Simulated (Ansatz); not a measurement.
**W (diamond type): how the settings move a single-point run**

Aim: see which settings change the result for W (diamond type), by how much, and at what cost.

Computed with Ansatz 0.2.0 (reference: DFT, PBEsol, PAW with Ansatz's default frozen-core files, scalar-relativistic, unless a step's input says otherwise).

4 further runs of the same task are left out: 4 that didn't finish. Runs told in other sessions of the task aren't counted.

### 1 The structure to begin with

Symmetry: R-3m, No. 166, trigonal system. The conventional cell has a = 3.850 Å, b = 3.850 Å, c = 9.431 Å, α = 90.00°, β = 90.00°, γ = 120.00°. W (site symmetry 3m) is surrounded by 1 W at 1.37 Å.

As a file:

```
W
1.0
     0.00000    2.72259    2.72259
     2.72259    0.00000    2.72259
     2.72259    2.72259    0.00000
W
2
Direct
  0.71750 0.92750 0.92750
  0.28250 0.07250 0.07250
```

### 2 Reference

Input file input.yaml:

```yaml
crystal:
  lattice:
    - [0.0, 2.7225927735, 2.7225927735]
    - [2.7225927735, 0.0, 2.7225927735]
    - [2.7225927735, 2.7225927735, 0.0]
  atoms:
    - { symbol: W, position: [-0.2825, -0.0725, -0.0725] }
    - { symbol: W, position: [0.2825, 0.0725, 0.0725] }
kpoints:
  mp_grid: { grid: [10, 10, 10] }
scf:
  occupations: { method: fermi_dirac, width: 0.05 }
hamiltonian:
  xc: pbesol
  pseudopotentials: { kind: paw }
output:
  forces: true
  stress: true
  eigenvalues: true
  populations: true
  write_density: true
  write_potential: true
  elf: true
  volumetric_format: npy
```

On the command line:

```sh
> ansatz run input.yaml --threads 1 --pin off --max-ram 2048MiB --backend cpu --events-out ev --progress --plain --runs-dir out
```

### 3 Changing settings: chi_scale 0.0

Changes to input.yaml since step 2:

```diff
@@ -12,2 +12,3 @@
   occupations: { method: fermi_dirac, width: 0.05 }
+  initial_density: { chi_scale: 0.0 }
 hamiltonian:
@@ -20,5 +21 @@
   populations: true
-  write_density: true
-  write_potential: true
-  elf: true
-  volumetric_format: npy
```

Before running it: what results should come out? Wanted: for each run, ending; energy change; pressure; gap; force.

As calculated:

| run | ending | energy change | pressure (GPa) | gap (eV) | force (eV/Å) | cycles | time |
| --- | --- | --- | --- | --- | --- | --- | --- |
| reference | converged | 0 | 451.4 | 0.00 | 241.30 | 9 | 5.9 s |
| 1: chi_scale 0.0 | converged | 0.0 meV/atom | 451.4 | 0.00 | 241.30 | 8 | 4 s |

Times don't compare one to one where runs were asked for different outputs or read a saved state (see the inputs); cycles may leave out searches for a lower state.

Residual by cycle in the longest SCF loop of each run; runs are numbered as in the table. The quantity is the density residual dr2, in eV.

| cycle | reference | run 1 |
| --- | --- | --- |
| 1 | 756 | 13 |
| 2 | 135 | 3.7 |
| 3 | 11.7 | 0.0699 |
| 4 | 0.395 | 0.00585 |
| 5 | 0.051 | 3.2e-4 |
| 6 | 9.0e-4 | 1.1e-5 |
| 7 | 6.6e-5 | 6.6e-7 |
| 8 | 6.0e-7 | 2.9e-8 |
| 9 | 4.4e-8 | - |

What this shows: Same state: the changed start leaves the energy within 0.5 meV/atom. The structure is not at rest: the sound run finds 451 GPa, so these are no properties of the relaxed crystal. 
